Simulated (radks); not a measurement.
# Excited configurations of Zr²⁺

An exercise on one series of results from a longer session: the logs are not shown, and one member is left open.

Program: radks (a radial shooting solver on a logarithmic mesh, Libxc functionals) version 1. Level of theory: scalar-relativistic Kohn-Sham, PBE, spin-unpolarised, spherical densities, point nucleus. These are calculated values, not measurements, unless marked.

## The atom as given

```
element       : zirconium (Z = 40)
charge        : +2
electrons     : 38
configuration : [Kr] 4d2
```

Outer shells as boxes (Hund's rule):

Zr²⁺
```
[Kr] core
4d [↑ ][↑ ][  ][  ][  ]
```

Set-up of the first run:

Settings of this run:

```text
Z 40
configuration [Kr] 4d2
relativity scalar-relativistic
functional pbe,pbe
spin unpolarised
nucleus point
c 137.035999084
```

Steps of the session up to this table: Ground configuration: [Kr] 4d2.

One of the session's tables, all rows but one given; the rest of the session is left out.

It belongs to the step «Ground configuration: [Kr] 4d2». Sizes of the orbitals, from the radial functions (bohr):

| level | <r> | outermost maximum (interpolated) | 90 % within | nodes |
| --- | --- | --- | --- | --- |
| 2s | 0.1626 | 0.137 | 0.251 | 1 |
| 2p | 0.1417 | 0.109 | 0.231 | 0 |
| 3s | 0.4584 | 0.408 | 0.678 | 2 |
| 3p | ? | ? | ? | ? |
| 3d | 0.4525 | 0.347 | 0.728 | 0 |
| 4s | 1.212 | 1.08 | 1.77 | 3 |
| 4p | 1.363 | 1.18 | 2.02 | 2 |
| 4d | 2.009 | 1.56 | 3.17 | 1 |

Estimate the missing values for 3p.

The run gave: <r>: 0.4621; outermost maximum (interpolated): 0.402; 90 % within: 0.700; nodes: 1. In the column «<r>» it lies between 3s (0.4584) and 4s (1.212).

To keep in mind: Spin polarisation and multiplet splitting are left out, so open shells lie too high by an amount that depends on their filling.
